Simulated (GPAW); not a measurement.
# Te2Mo: single point with TB-mBJ

**Experimental background.**

“Broadband infrared study of pressure-tunable Fano resonance and metallization transition in 2H-MoTe2”, 2022, pmc:9569381 quotes, for a bulk crystal of Te2Mo at 300 K: band gap 0.88 ± 0.05 eV (indirect).

The system is Te2Mo.

```xyz
6
Lattice="3.5182 0.0000 0.0000 -1.7591 3.0469 0.0000 0.0000 0.0000 13.9736" Properties=species:S:1:pos:R:3 pbc="T T T"
Te    0.0000    2.0312    8.6776
Te    1.7591    1.0156    1.6908
Te    0.0000    2.0312   12.2828
Te    1.7591    1.0156    5.2960
Mo    0.0000    2.0312    3.4934
Mo    1.7591    1.0156   10.4802
```

```json
{
  "Program": "GPAW 26.7.0",
  "Task": "single point",
  "Functional": "TB-mBJ",
  "Potentials or basis": "GPAW PAW data sets for LDA (gpaw-data 1.2.1)",
  "Cutoff": "600 eV",
  "Basis": "pw",
  "k mesh": "6 × 6 × 2",
  "Occupations": "fermi-dirac, width 0.05 eV",
  "Spin": "no spin polarisation",
  "Maxiter": "150"
}
```

The band gap on the k mesh is 0.92 eV, indirect (least direct gap 1.07 eV).

Levels at points of the mesh, in eV from the valence-band top:
```tsv
k point	band 24	band 25	band 26	band 27	band 28	band 29
(0.00, 0.00, 0.00)	-0.99	-0.38	0.00	2.91	2.91	3.05
(0.00, 0.00, 0.50)	-1.11	-0.09	-0.09	2.95	2.95	2.95
(0.50, 0.50, 0.00)	-0.88	-0.64	-0.36	1.26	1.33	1.50
(0.50, 0.50, 0.50)	-0.88	-0.50	-0.50	1.29	1.29	1.67
```

Wall time 22 min on 1 thread of Intel(R) Xeon(R) Platinum 8375C CPU @ 2.90GHz (Ice Lake), with other jobs on the host, peak memory 0.42 GiB.

Measured gap of Te2Mo: 0.88 eV (indirect; 300 K; quoted in “Broadband infrared study of pressure-tunable Fano resonance and metallization transition in 2H-MoTe2”, 2022, pmc:9569381). This calculation gives 0.92 eV (+0.04 eV). Spin-orbit coupling on Mo, Te is left out. The value is that of TB-mBJ on a finite k mesh, which can miss the band edges, without temperature or zero-point motion.

Caveat: a model potential gives levels but no total energy; spin-orbit coupling is left out, which moves the levels of the heavy elements.
